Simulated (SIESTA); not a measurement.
The system is NiMoIrPdW.

```xyz
5
Lattice="4.1467 0.0000 0.0000 -2.0734 3.5911 0.0000 0.0000 0.0000 5.4163" Properties=species:S:1:pos:R:3 pbc="T T T"
Ni    0.0000    0.0000    0.1203
Mo    2.0734    1.1970    2.4913
Pd    0.0000    2.3941    4.0406
Ir    0.0000    2.3941    1.3888
W     2.0734    1.1970    5.4155
```

The cell was built by a generator and needn't be a form met in nature.

Base run:

```yaml
Program: SIESTA 5.4.2
Functional: PBE
Potentials_or_basis: PseudoDojo 0.4 standard (PBE files)
Basis: DZP (energy shift 0.003 Ry; two zetas on semicore shells)
Grid_cutoff: 800 Ry
Energy_shift: 0.003 Ry
k_mesh: 7 × 7 × 5
Occupations: fermi-dirac, width 0.05 eV
Spin: collinear spin, ferromagnetic start
Starting_moments: "[1.0, 1.0, 0.0, 0.6, 0.0] μB"
```

Its results: band gap on the k mesh none (metal or under the smearing width); pressure 2.9 GPa; net moment 0.00 μB per cell; largest force 0.706 eV/Å.

After a change of settings the same cell gave: band gap on the k mesh none (metal or under the smearing width); pressure -0.8 GPa; net moment 0.00 μB per cell; largest force 0.699 eV/Å. Which change was it?
A. spin from collinear spin, ferromagnetic start to collinear spin, antiferromagnetic start; moments at the start from [1.0, 1.0, 0.0, 0.6, 0.0] to [1.0, -1.0, 0.0, 0.6, 0.0]
B. basis from DZP (energy shift 0.003 Ry; two zetas on semicore shells) to SZP (energy shift 0.003 Ry)
C. functional from PBE to RPBE
D. basis from DZP (energy shift 0.003 Ry; two zetas on semicore shells) to DZ (energy shift 0.003 Ry; two zetas on semicore shells)

D.

Caveats: short orbitals over semicore shells can move pressures by several GPa; the valence orbitals were made in a potential fitted to the semicore shell under them, which widens gaps by tenths of an eV or more; spin-orbit coupling is left out, which moves the levels of the heavy elements; the basis of atomic orbitals isn't converged, which shifts pressures, moduli and gaps; the basis has no polarisation orbitals (some runs).
